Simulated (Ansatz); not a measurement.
# ClH₂NSi + H₂: a complex and its separated parts

Aim: how far the complex at one end of a reaction step lies below its separated, relaxed parts, level by level.

Program: Ansatz 0.2.0, Gaussian basis. Level of theory: PBE0-D4/def2-TZVP structures, single points in def2-TZVPP, no counterpoise correction. These are calculated values, not measurements.

Levels: SPW92, PBE-D4, BLYP-D4, r2SCAN-D4, B97M-V, PBE0-D4, B3LYP-D4, r2SCAN0-D4, BHLYP-D4, CAM-B3LYP-D4, wB97X-V, wB97M-V, B2PLYP, PBE-QIDH, RPA on PBE, Hartree-Fock, MP2, CCSD, CCSD(T).

Cores are frozen in the correlated methods. B3LYP uses VWN-RPA correlation. B2PLYP carries no dispersion term here.

57 further runs of the same task are left out: 1 that didn't finish, 56 set aside as unsound or not needed.

### Step 1. Where the work starts

The complex: 7 atoms, charge 0, spin multiplicity 1.

Atoms are counted from 1 here; the program's logs count them from 0.

Bond lengths: Si1–N3 1.582 Å, Si1–H5 1.480 Å, Si1–Cl6 2.017 Å, H2–H4 0.748 Å, N3–H7 1.011 Å. Angles: N3–Si1–H5 133.0°, N3–Si1–Cl6 119.4°, H5–Si1–Cl6 107.6°, Si1–N3–H7 121.3°.

As a file:

```xyz
7
charge 0, multiplicity 1
Si   -0.5825   -0.4669   -0.4639
H     0.6899    0.9853    2.0957
N     0.5255   -0.3598   -1.5886
H     1.1284    1.0821    1.4978
H    -1.7190    0.4002   -0.0808
Cl   -0.5953   -2.0657    0.7652
H     0.5531    0.4250   -2.2256
```

Its parts: ClH₂NSi holds atoms 1, 3, 5, 6, 7; H₂ holds atoms 2, 4. Each part counts its atoms afresh in its own runs.

### Step 2. Relaxing ClH₂NSi alone

Input file relax-a/in.yaml:

```yaml
crystal:
  periodic: [false, false, false]
  atoms:
    - {symbol: Si, position_ang: [-0.582517, -0.466947, -0.463916]}
    - {symbol: N, position_ang: [0.525526, -0.359796, -1.588629]}
    - {symbol: H, position_ang: [-1.719008, 0.400163, -0.080789]}
    - {symbol: Cl, position_ang: [-0.595270, -2.065678, 0.765241]}
    - {symbol: H, position_ang: [0.553050, 0.424991, -2.225593]}
basis:
  gaussian: {orbitals: def2-TZVP}
hamiltonian: {xc: pbe0, dispersion: d4}
relax: {f_tol: 0.005, max_steps: 200}
```

On the command line:

```console
$ ansatz run in.yaml --threads 2 --pin off --events-out ev --progress --plain --max-ram 4352MiB
```

After this run come: Relaxing H₂ alone; SPW92/def2-TZVPP; PBE-D4/def2-TZVPP; BLYP-D4/def2-TZVPP; r2SCAN-D4/def2-TZVPP; B97M-V/def2-TZVPP; PBE0-D4/def2-TZVPP; B3LYP-D4/def2-TZVPP; r2SCAN0-D4/def2-TZVPP; BHLYP-D4/def2-TZVPP; CAM-B3LYP-D4/def2-TZVPP; wB97X-V/def2-TZVPP; wB97M-V/def2-TZVPP; B2PLYP/def2-TZVPP; PBE-QIDH/def2-TZVPP; RPA on PBE/def2-TZVPP; CCSD(T)/def2-TZVPP; Vibrations of ClH₂NSi; Vibrations of H₂.

Q: Predict the outcome of this session. Wanted: complex less parts, CCSD(T)/def2-TZVPP; with zero-point energy; largest T1 diagnostic.

**Answer**, as computed:

| quantity | value |
| --- | --- |
| complex less parts, CCSD(T)/def2-TZVPP | -1.71 kJ/mol |
| with zero-point energy | +2.34 kJ/mol |
| largest T1 diagnostic | 0.017 |

**Reading.** At CCSD(T) the complex lies 1.71 kJ/mol below its parts. Among the functionals PBE-QIDH lands nearest to CCSD(T) (-0.34 kJ/mol) and SPW92 farthest (-5.78 kJ/mol). By rung, the mean size of the error is: LDA 5.78, GGA 1.60, meta-GGA 1.05, hybrid 1.72, range-separated hybrid 1.66, double hybrid 0.90 kJ/mol. PBE-D4 gives a relative energy 2.60 kJ/mol too low, an error of 152 % of the reference. No counterpoise was applied, and triple zeta lacks some correlation, so the CCSD(T) reference has a basis error of its own, and close matches with it are partly luck.
